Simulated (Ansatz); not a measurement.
**BeF+ (triplet): the correlation ladder at distance F1–Be2 = 2.084 Å, cc-pVTZ**

An exercise on one series of results from a longer session: the logs are not shown, and one member is left open.

The runs use Ansatz 0.2.0, Gaussian basis; cc-pVTZ, core rule «outside noble gas», up to 2 orbitals frozen.

The runs, in order: UHF; CCSD(T) on ROHF; CCSD(T) on UHF; BCCD(T) on ROHF; CISD; CCSDT(Q) on ROHF; CCSDT(Q) on UHF; CASSCF and MRCISD+Q, 4 electrons in 4 orbitals; CASSCF and NEVPT2, 4 electrons in 4 orbitals.

21 further runs of the same task are left out: 12 for a known fault of the program, 8 that didn't finish, 1 set aside as unsound or not needed.

### The geometry

The geometry derives from a PBE0/def2-TZVP stationary point (not a proven minimum). One bond is set to the value named and the two fragments are kept rigid.

2 atoms, charge 1, spin multiplicity 3.

Atoms are counted from 1 here; the program's logs count them from 0.

No contacts short enough for the rule that draws bonds.

Set-up of the first run:

The input, in.yaml:

```yaml
crystal:
  periodic: [false, false, false]
  atoms:
    - {symbol: F, position_ang: [0.000000, 0.000000, 0.000000]}
    - {symbol: Be, position_ang: [0.000000, 0.000000, 2.084000]}
basis:
  gaussian: {orbitals: cc-pVTZ}
total_charge: 1
magnetization: {spin_polarized: true, initial_magnetization: 2}
hamiltonian: {xc: hf}
output: {orbitals: {seedname: orbitals}}
```

Launch:

```
> ansatz run in.yaml --threads 1 --pin off --events-out ev --progress --plain --max-ram 2393MiB
```

Among the steps run: UHF; CCSD(T) on ROHF; CCSD(T) on UHF; BCCD(T) on ROHF; CISD; CCSDT(Q) on ROHF; CCSDT(Q) on UHF; CASSCF and MRCISD+Q, 4 electrons in 4 orbitals; CASSCF and NEVPT2, 4 electrons in 4 orbitals.

One of the session's tables, all rows but one given; the rest of the session is left out.

| method | from UCCSDT(Q) (meV) |
| --- | --- |
| ROHF | +6161.6 |
| UHF | +6025.8 |
| RMP2 | +442.4 |
| UMP2 | ? |
| CISD | +272.3 |
| RCCSD | +133.4 |
| UCCSD | +129.5 |
| RCCSD(T) | +12.0 |
| UCCSD(T) | +9.7 |
| BCCD(T) | +12.0 |
| RCCSDT | +4.9 |
| UCCSDT | +2.3 |
| RCCSDT(Q) | +3.0 |
| UCCSDT(Q) | 0 |
| CASSCF pair | +5738.1 |
| NEVPT2 pair | +406.6 |
| MRCISD pair | +239.5 |
| MRCISD+Q pair | +44.9 |

Estimate the missing values for UMP2.

As computed: from UCCSDT(Q) (meV): +448.6. In the column «from UCCSDT(Q) (meV)» it lies between RMP2 (+442.4) and CASSCF pair (+5738.1).

Limits of these values: Restricted and unrestricted rows rest on different reference determinants; where their highest levels disagree by more than a few hundredths of an eV, they describe different states and don't form one ladder.
